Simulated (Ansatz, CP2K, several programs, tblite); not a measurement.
Energy against volume for an ordered 4-atom cell of CdSiSb₂ on the zincblende lattice (P-4m2), at fixed shape and fractional coordinates, computed by several methods (PBE and r2SCAN, where shown, with plane waves in Ansatz); the cell shown is that of r2SCAN. With free coordinates or axes held, a curve is too stiff, and on another method's shape its minimum isn't the method's own volume. It is tetragonal, P-4m2 (No. 115); a = 4.346 Å, c = 6.462 Å in the conventional setting, 30.52 Å³ an atom. Cd is surrounded by 4 Sb at 2.78 Å; Sb is surrounded by 2 Si at 2.64 Å and 2 Cd at 2.78 Å; Si is surrounded by 4 Sb at 2.64 Å. The calculation is spin-unpolarised, and the structure need not be a phase that has been made. Energies count from each curve's lowest point; fits are third-order Birch-Murnaghan.

```cif
data_structure
_symmetry_space_group_name_H-M 'P-4m2'
_symmetry_Int_Tables_number 115
_cell_length_a 4.3462
_cell_length_b 4.3462
_cell_length_c 6.4620
_cell_angle_alpha 90.000
_cell_angle_beta 90.000
_cell_angle_gamma 90.000
_cell_volume 122.07
loop_
_atom_site_label
_atom_site_type_symbol
_atom_site_symmetry_multiplicity
_atom_site_Wyckoff_symbol
_atom_site_fract_x
_atom_site_fract_y
_atom_site_fract_z
_atom_site_occupancy
Cd1 Cd 1 a 0.00000 0.00000 0.00000 1
Sb1 Sb 2 g 0.00000 0.50000 0.26717 1
Si1 Si 1 c 0.50000 0.50000 0.50000 1
```

PBE/DZVP (CP2K), on the shape of the cell shown:
```tsv
V (Å³/atom)	E (meV/atom)
26.854	147.76
28.685	52.51
30.516	8.20
32.347	0.00
34.178	18.39
```
V₀ = 31.91 Å³ an atom and B₀ = 43 GPa.

GFN1-xTB (tblite), on the shape of the cell shown, as a cluster of 32 atoms at the zone centre:

| V (Å³/atom) | E (meV/atom) |
| --- | --- |
| 26.854 | 163.19 |
| 28.685 | 55.13 |
| 30.516 | 6.51 |
| 32.347 | 0.00 |
| 34.178 | 22.96 |

V₀ = 31.76 Å³ an atom and B₀ = 50 GPa.

Q: PBE/SZV (CP2K), on the shape of the cell shown, gives
```csv
V (Å³/atom),E (meV/atom)
26.854,223.48
28.685,95.22
30.516,26.17
32.347,0.00
34.178,4.94
```
What equilibrium volume and bulk modulus follow?

A: V₀ = 32.91 Å³ an atom and B₀ = 44 GPa.

Q: r2SCAN, on the shape of its own relaxed cell, gives
```
V (Å³/atom)  E (meV/atom)
     28.685         19.31
     29.601          4.54
     30.516          0.00
     31.432          4.09
     32.347         15.45
```
What equilibrium volume and bulk modulus follow?

A: V₀ = 30.51 Å³ an atom and B₀ = 50 GPa.

Q: PBE, on the shape of its own relaxed cell, gives
```
V (Å³/atom)  E (meV/atom)
     29.570         17.39
     30.514          4.09
     31.458          0.00
     32.401          3.65
     33.345         13.80
```
What equilibrium volume and bulk modulus follow?

A: V₀ = 31.46 Å³ an atom and B₀ = 44 GPa.
